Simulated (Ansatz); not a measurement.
# FH6NSn: a barrier at many levels of theory

How high is the barrier of this step (Sn1–F7 formed, N2–H6 formed, Sn1–N2 broken, H6–F7 broken), and how far do cheaper methods land from CCSD(T)?

Method: single points in def2-TZVPP on PBE0-D4/def2-TZVP structures; program: Ansatz 0.2.0, Gaussian basis.

Levels: SPW92, PBE-D4, BLYP-D4, r2SCAN-D4, B97M-V, PBE0-D4, B3LYP-D4, r2SCAN0-D4, BHLYP-D4, CAM-B3LYP-D4, wB97X-V, wB97M-V, B2PLYP, PBE-QIDH, RPA on PBE, Hartree-Fock, MP2, CCSD, CCSD(T). The reference is CCSD(T) at the basis limit, from triple and quadruple zeta. Zero-point energies come from PBE0-D4 vibrations.

Cores are frozen in the correlated methods. Filled d shells of the heavier atoms are correlated. Core potentials replace the inner electrons past krypton, and spin-orbit coupling is left out. B3LYP uses VWN-RPA correlation. B2PLYP carries no dispersion term here.

80 further runs of the same task are left out: 80 set aside as unsound or not needed.

## 1. The three structures

Charge 0, multiplicity 1. The folders r, ts and p hold the start, the saddle and the end; their coordinates stand in the first inputs.

```tsv
pair	r (Å)	ts (Å)	p (Å)
Sn1–F7	3.556	2.416	1.946
N2–H6	1.614	1.187	1.014
Sn1–N2	2.064	2.153	2.785
H6–F7	0.969	1.235	2.261
```

## 2. SPW92/def2-TZVPP

r/in.yaml

```yaml
crystal:
  periodic: [false, false, false]
  atoms:
    - {symbol: Sn, position_ang: [-0.801784, 0.832470, -0.362292]}
    - {symbol: N, position_ang: [0.814508, -0.095914, 0.524543]}
    - {symbol: H, position_ang: [-0.607429, 0.564326, -2.026765]}
    - {symbol: H, position_ang: [-0.775384, 2.502596, 0.004228]}
    - {symbol: H, position_ang: [-2.167282, 0.076918, 0.304563]}
    - {symbol: H, position_ang: [0.631938, -1.637496, 0.081120]}
    - {symbol: F, position_ang: [0.397437, -2.513829, -0.258804]}
    - {symbol: H, position_ang: [0.808078, -0.003796, 1.533711]}
    - {symbol: H, position_ang: [1.700019, 0.274626, 0.199695]}
basis:
  gaussian: {orbitals: def2-TZVPP}
hamiltonian: {xc: lda}
```

ts/in.yaml

```yaml
crystal:
  periodic: [false, false, false]
  atoms:
    - {symbol: Sn, position_ang: [-0.801857, 0.492751, -0.433366]}
    - {symbol: N, position_ang: [0.970852, -0.119313, 0.624531]}
    - {symbol: H, position_ang: [-0.559565, 0.361181, -2.103449]}
    - {symbol: H, position_ang: [-0.736677, 2.180360, -0.036816]}
    - {symbol: H, position_ang: [-2.176393, -0.146743, 0.318862]}
    - {symbol: H, position_ang: [0.664563, -1.183777, 0.196665]}
    - {symbol: F, position_ang: [-0.141702, -1.831373, -0.478622]}
    - {symbol: H, position_ang: [0.939157, -0.017727, 1.630431]}
    - {symbol: H, position_ang: [1.841723, 0.264541, 0.281764]}
basis:
  gaussian: {orbitals: def2-TZVPP}
hamiltonian: {xc: lda}
```

p/in.yaml

```yaml
crystal:
  periodic: [false, false, false]
  atoms:
    - {symbol: Sn, position_ang: [-0.970296, 0.327823, -0.849163]}
    - {symbol: N, position_ang: [1.003226, -0.173461, 1.050214]}
    - {symbol: H, position_ang: [-2.033871, 0.282094, -2.201767]}
    - {symbol: H, position_ang: [0.011781, 1.712669, -0.965624]}
    - {symbol: H, position_ang: [-1.877269, 0.109210, 0.574012]}
    - {symbol: H, position_ang: [1.313179, -1.007859, 0.564709]}
    - {symbol: F, position_ang: [0.039156, -1.278159, -1.282912]}
    - {symbol: H, position_ang: [0.726757, -0.435149, 1.988299]}
    - {symbol: H, position_ang: [1.787435, 0.462731, 1.122233]}
basis:
  gaussian: {orbitals: def2-TZVPP}
hamiltonian: {xc: lda}
```

One command serves all of them, each in its own folder.

Command:

```sh
ansatz run in.yaml --threads 4 --pin off --events-out ev --progress --plain --max-ram 9574MiB
```

Further steps of the session: PBE-D4/def2-TZVPP; BLYP-D4/def2-TZVPP; r2SCAN-D4/def2-TZVPP; B97M-V/def2-TZVPP; PBE0-D4/def2-TZVPP; B3LYP-D4/def2-TZVPP; r2SCAN0-D4/def2-TZVPP; BHLYP-D4/def2-TZVPP; CAM-B3LYP-D4/def2-TZVPP; wB97X-V/def2-TZVPP; wB97M-V/def2-TZVPP; B2PLYP/def2-TZVPP; PBE-QIDH/def2-TZVPP; RPA on PBE/def2-TZVPP; CCSD(T)/def2-TZVPP; MP2/def2-QZVPP; SPW92/def2-SVP; PBE-D4/def2-SVP; PBE0-D4/def2-SVP; wB97M-V/def2-SVP; CCSD(T)/def2-SVP; Vibrations of the start structure; Vibrations of the end structure.

What does the calculation give? Wanted: barrier, CCSD(T)/CBS; reverse barrier, CCSD(T)/CBS; step energy, CCSD(T)/CBS; barrier with zero-point energy; step energy with zero-point energy; imaginary mode at the saddle; largest T1 diagnostic.

The runs gave:

```
                          quantity         value
              barrier, CCSD(T)/CBS   33.5 kJ/mol
      reverse barrier, CCSD(T)/CBS   71.1 kJ/mol
          step energy, CCSD(T)/CBS  -37.6 kJ/mol
    barrier with zero-point energy   28.9 kJ/mol
step energy with zero-point energy  -35.8 kJ/mol
      imaginary mode at the saddle     450i cm⁻¹
             largest T1 diagnostic         0.013
```

What this shows: B2PLYP is the best functional here (+0.9 kJ/mol from CCSD(T)/CBS); SPW92 is the worst (-26.6 kJ/mol). By rung, the mean size of the error is: LDA 26.6, GGA 10.3, meta-GGA 10.9, hybrid 4.0, range-separated hybrid 4.0, double hybrid 1.2 kJ/mol. PBE-D4 gives a barrier 12.6 kJ/mol too low, outside chemical accuracy (1 kcal/mol, 4.2 kJ/mol). Every functional without exact exchange puts the forward barrier too low. The barrier rises with the share of exact exchange, from BLYP-D4 through B3LYP-D4 to BHLYP-D4 (-7.9, -2.5, +4.0 kJ/mol). Hartree-Fock, with no correlation, is off by +23.8 kJ/mol. Zero-point motion lowers the barrier by 4.6 kJ/mol.
